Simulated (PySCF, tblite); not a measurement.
# C5H10Cl3NSi: geometry, infrared bands and NMR shifts

Wanted: the infrared bands and NMR shifts of C5H10Cl3NSi (`C/C=C\[Si@@H](NC)C(Cl)(Cl)Cl`), by calculation.

Computed with tblite 0.8.0 and PySCF 2.14.0, with density-fitted response routines of our own, on a single molecule in the gas phase. Atoms count from 0, in the outputs and in this text.

## 1. The starting structure

20 atoms, charge 0, multiplicity 1; geometry from: force field or distance geometry start.

Bonds of the start (Å): C0–C1 1.49, C1–C2 1.32, C2–Si3 1.87, Si3–N4 1.79, N4–C5 1.47, Si3–C6 1.88, C6–Cl7 1.78, C6–Cl8 1.75, C6–Cl9 1.79, C0–H10 1.12, C0–H11 1.11, C0–H12 1.10, C1–H13 1.11, C2–H14 1.10, Si3–H15 1.46, N4–H16 1.03, C5–H17 1.11, C5–H18 1.12, C5–H19 1.12.

## 2. Relaxing the molecule with GFN2-xTB

The job: settings as JSON, then the geometry in Å.

```
{"job": {"kind": "relax", "xc": "GFN2-xTB", "basis": "xTB"}, "charge": 0, "multiplicity": 1}
C      2.095000    -1.186900     0.408500
C      2.336400     0.264400     0.167200
C      1.387100     1.100500    -0.220700
Si    -0.361000     0.510400    -0.524800
N     -0.922600    -0.613900     0.742800
C     -1.697000    -1.744700     0.204800
C     -1.393100     2.085300    -0.523400
Cl    -2.037000     2.413100     1.107000
Cl    -2.618800     2.041700    -1.778300
Cl    -0.307200     3.460300    -0.890200
H      3.084300    -1.700500     0.377800
H      1.442900    -1.645700    -0.369200
H      1.690500    -1.372400     1.419500
H      3.355900     0.657000     0.334200
H      1.648400     2.156400    -0.368800
H     -0.480500    -0.164800    -1.812000
H     -1.477000    -0.131200     1.461800
H     -1.045000    -2.615500    -0.036000
H     -2.280100    -1.395300    -0.681700
H     -2.426600    -2.107400     0.978500
```

The run is started by

```console
OMP_NUM_THREADS=1 python probes_run.py task.json out
```

This one command runs all jobs of the session in turn.

**Question.** This job is followed by: GFN2-xTB harmonic vibrations, gas phase; GIAO PBE0/pcSseg-1 NMR shielding, non-relativistic, gas phase. Predict these results of the whole session: strongest single infrared mode (GFN2-xTB); zero-point energy (GFN2-xTB); 13C shifts against TMS (PBE0/pcSseg-1); 1H shifts against TMS (PBE0/pcSseg-1, means over atoms taken as alike); 29Si shifts against TMS (PBE0/pcSseg-1); 15N shifts against NH3 (PBE0/pcSseg-1); 35Cl shifts against HCl (PBE0/pcSseg-1, means over atoms taken as alike).

The runs gave:

```
                                                                quantity                                   value
                               strongest single infrared mode (GFN2-xTB)                   2260 cm⁻¹, 181 km/mol
                                            zero-point energy (GFN2-xTB)                           87.7 kcal/mol
                                  13C shifts against TMS (PBE0/pcSseg-1)     157.4, 132.1, 111.8, 31.2, 25.7 ppm
  1H shifts against TMS (PBE0/pcSseg-1, means over atoms taken as alike)  6.97, 6.02, 5.19, 2.85, 2.07, 0.47 ppm
                                 29Si shifts against TMS (PBE0/pcSseg-1)                               -23.4 ppm
                                  15N shifts against NH3 (PBE0/pcSseg-1)                                22.6 ppm
35Cl shifts against HCl (PBE0/pcSseg-1, means over atoms taken as alike)                                 410 ppm
```

In words: Relaxing lowered the energy by 0.755 eV in 219 steps; the close pair that moved most is Si3–N4, from 1.785 to 1.714 Å. All 54 modes are real, so the xTB geometry is a minimum. The strongest single mode, at 2260 cm⁻¹, moves mainly H15. Unscaled tight-binding wavenumbers are off by several per cent, some by more. Its intensities can rank the bands wrongly. C6 stands next to heavy halogen, whose spin-orbit shielding this run leaves out, so the computed shift lies too far downfield, most of all for carbon beside Br or I. At PBE0/pcSseg-1: The largest span, 736 ppm, is at Cl7, Cl8, Cl9, where the paramagnetic term is -605 ppm.
